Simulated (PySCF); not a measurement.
Runs of PySCF 2.14.0 on Cl2Si. The cell holds a molecule in a box, 3 atoms: a = 11.000 Å, b = 13.000 Å, c = 10.000 Å, α = 90.00°, β = 90.00°, γ = 90.00°. 

| task | level | conv_tol | grid for exchange and correlation | three-centre integrals | three-body dispersion term | exxdiv | gap on the mesh (eV) |
| --- | --- | --- | --- | --- | --- | --- | --- |
| atomic charges | PBEsol | 1e-07 Ha | Becke, atom-centred | read from an earlier run's file | - | - | 2.96 |
| atomic charges | HSE06+D4 | 1e-07 Ha | Becke, atom-centred | read from an earlier run's file | yes | ewald | 4.08 |
| atomic charges | BLYP+D3(BJ) | 1e-07 Ha | Becke, atom-centred | read from an earlier run's file | no | - | (b) |
| atomic charges | B3LYP+D3(OP) | 1e-07 Ha | Becke, atom-centred | read from an earlier run's file | no | ewald | 4.52 |
| excitation energies (Tamm-Dancoff) | PBE0 | 1e-08 Ha | Becke, atom-centred | read from an earlier run's file | - | ewald | 4.87 |
| atomic charges | PBE | 1e-07 Ha | Becke, atom-centred | - | - | - | (a) |
| CCSD(T) correlation energy | HF | 1e-08 Ha | - | read from an earlier run's file | - | ewald | 10.54 |

Alike in all rows: potentials or basis 6-31g* (all-electron); no spin polarisation; cell as given; k mesh 1 × 1 × 1; smearing fixed.

Problem. Fill in the values left out.

Solution. (a) 2.99; (b) 3.02.

Caveats: this is a molecule in a periodic box at the Γ point, so its band gap is the HOMO-LUMO gap; the basis of atomic orbitals isn't converged, which shifts pressures, moduli and gaps; the basis is small and the box finite, so much correlation energy is missing and levels can be off by tenths of an eV (some runs); this program's HSE differs a little from the usual definition (some runs); the iterative solver can pass over a root and still report convergence (some runs).

A k mesh can miss the band edges.

Not every run made on this cell is shown here.
